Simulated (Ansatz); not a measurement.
# Sc3Be: the cost of one run

Program: Ansatz 0.2.0. Level of theory: DFT PBE, scalar-relativistic, plane waves, PAW. These are calculated values, not measurements.

## Step 1: Starting point

The structure is cubic, space group Pm-3m (No. 221). Conventional cell: a = 4.000 Å, b = 4.000 Å, c = 4.000 Å, α = 90.00°, β = 90.00°, γ = 90.00°. Sc (site symmetry 4/mmm) has 8 Sc at 2.83 Å and 4 Be at 2.83 Å as nearest neighbours. Be (site symmetry m-3m) is surrounded by 12 Sc at 2.83 Å.

Structure file:

```
CELL_PARAMETERS angstrom
4.00046 0.00000 0.00000
0.00000 4.00046 0.00000
0.00000 0.00000 4.00046
ATOMIC_POSITIONS crystal
Sc 0.00000 0.50000 0.50000
Sc 0.50000 0.00000 0.50000
Sc 0.50000 0.50000 0.00000
Be 0.00000 0.00000 0.00000
```

This is candidate A: Cu3Au (L1_2) type (Pm-3m, No. 221).

(A quick probe on a coarse mesh, which set the mesh and smearing, is not shown.)

## Step 3: Coarse relaxation (candidate A)

input.yaml reads:

```yaml
crystal:
  lattice:
    - [4.000456769, 0.0, 0.0]
    - [0.0, 4.000456769, 0.0]
    - [0.0, 0.0, 4.000456769]
  atoms:
    - { symbol: Sc, position: [0.0, 0.5, 0.5] }
    - { symbol: Sc, position: [0.5, 0.0, 0.5] }
    - { symbol: Sc, position: [0.5, 0.5, 0.0] }
    - { symbol: Be, position: [0.0, 0.0, 0.0] }
basis:
  ecutwfc: 420
kpoints:
  mp_grid: { grid: [4, 4, 4] }
hamiltonian:
  xc: pbe
scf:
  occupations: { method: gaussian, width: 0.1 }
  lower_state_search: "off"
output:
  forces: true
  stress: true
  eigenvalues: true
relax:
  adjacent_minimum: "off"
  f_tol: 0.04
  max_steps: 70
  cell: { stress_tol: 0.4 }
```

Started as:

```
$ ansatz run input.yaml --threads 1 --pin off --max-ram 2560MiB --backend cpu --events-out ev --progress --plain --runs-dir out
```

**Question.** How long does this run take on 1 thread of Intel Xeon 6975P-C (Granite Rapids), shared host, and how much memory does it need?

About 5.2 s, with a peak of 0.35 GiB.
